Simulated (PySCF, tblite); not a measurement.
**C4H9NSi: geometry, infrared bands and NMR shifts**

What infrared bands and NMR shifts should C4H9NSi (`CC1=N[Si@@H](C)C1`) show?

The runs use tblite 0.8.0 and PySCF 2.14.0, with density-fitted response routines of our own; the level of theory stands in each step. All values are computed, except where a source is named. Atoms are numbered from 0 throughout.

## (1) Starting geometry

15 atoms, charge 0, multiplicity 1; geometry from: force field or distance geometry start.

Bonds of the start (Å): C0–C1 1.49, C1–N2 1.30, N2–Si3 1.74, Si3–C4 1.81, Si3–C5 1.83, C5–C1 1.54, C0–H6 1.09, C0–H7 1.08, C0–H8 1.09, Si3–H9 1.50, C4–H10 1.10, C4–H11 1.09, C4–H12 1.09, C5–H13 1.10, C5–H14 1.09.

## (2) Optimising the geometry with GFN2-xTB

What the job is given:

```
{"job": {"kind": "relax", "xc": "GFN2-xTB", "basis": "xTB"}, "charge": 0, "multiplicity": 1}
C      2.473700     0.346400     0.286100
C      1.030600    -0.026900     0.288000
N      0.155500     0.252500     1.204200
Si    -1.161000    -0.559700     0.401700
C     -2.381800     0.658800    -0.136800
C      0.234700    -0.840800    -0.743400
H      2.715400     0.917600     1.184400
H      3.084500    -0.549500     0.248100
H      2.672800     0.959800    -0.592900
H     -1.630400    -1.729400     1.207300
H     -1.913600     1.502700    -0.661200
H     -2.953300     1.069100     0.697300
H     -3.109500     0.224000    -0.829000
H      0.597400    -1.868000    -0.858700
H      0.180700    -0.348700    -1.717000
```

Command:

```sh
$ OMP_NUM_THREADS=1 python probes_run.py task.json out
```

The driver reads the jobs from task.json and runs them one after another.

**Question.** This job is followed by: GFN2-xTB harmonic vibrations, gas phase; GIAO PBE0/pcSseg-1 NMR shielding, non-relativistic, gas phase. Predict these results of the whole session: strongest single infrared mode (GFN2-xTB); zero-point energy (GFN2-xTB); ¹³C shifts against TMS (PBE0/pcSseg-1); ¹H shifts against TMS (PBE0/pcSseg-1, means over atoms taken as alike); ¹⁵N shifts against NH3 (PBE0/pcSseg-1); ²⁹Si shifts against TMS (PBE0/pcSseg-1); surface potential, 1st and 99th percentile.

**Answer**, as computed:

| quantity | value |
| --- | --- |
| strongest single infrared mode (GFN2-xTB) | 2282 cm⁻¹, 366 km/mol |
| zero-point energy (GFN2-xTB) | 74.6 kcal/mol |
| ¹³C shifts against TMS (PBE0/pcSseg-1) | 207.2, 31.6, 30.5, -1.0 ppm |
| ¹H shifts against TMS (PBE0/pcSseg-1, means over atoms taken as alike) | 5.31, 2.36, 2.30, 2.15, 0.43 ppm |
| ¹⁵N shifts against NH3 (PBE0/pcSseg-1) | 432.7 ppm |
| ²⁹Si shifts against TMS (PBE0/pcSseg-1) | -6.6 ppm |
| surface potential, 1st and 99th percentile | -2.14 V and 1.15 V |

In words: Over 64 steps the energy fell by 0.334 eV; of the close pairs, Si3–C5 changed most, 1.827 to 1.930 Å. No mode is imaginary among the 39: a minimum at this level. The strongest single mode, at 2282 cm⁻¹, moves mainly H9. GFN2-xTB is a fitted tight-binding method: band positions and strengths are rough. Its intensities can rank the bands wrongly. At PBE0/pcSseg-1: The widest tensor belongs to N2: span 719 ppm, with a paramagnetic part of -495 ppm.
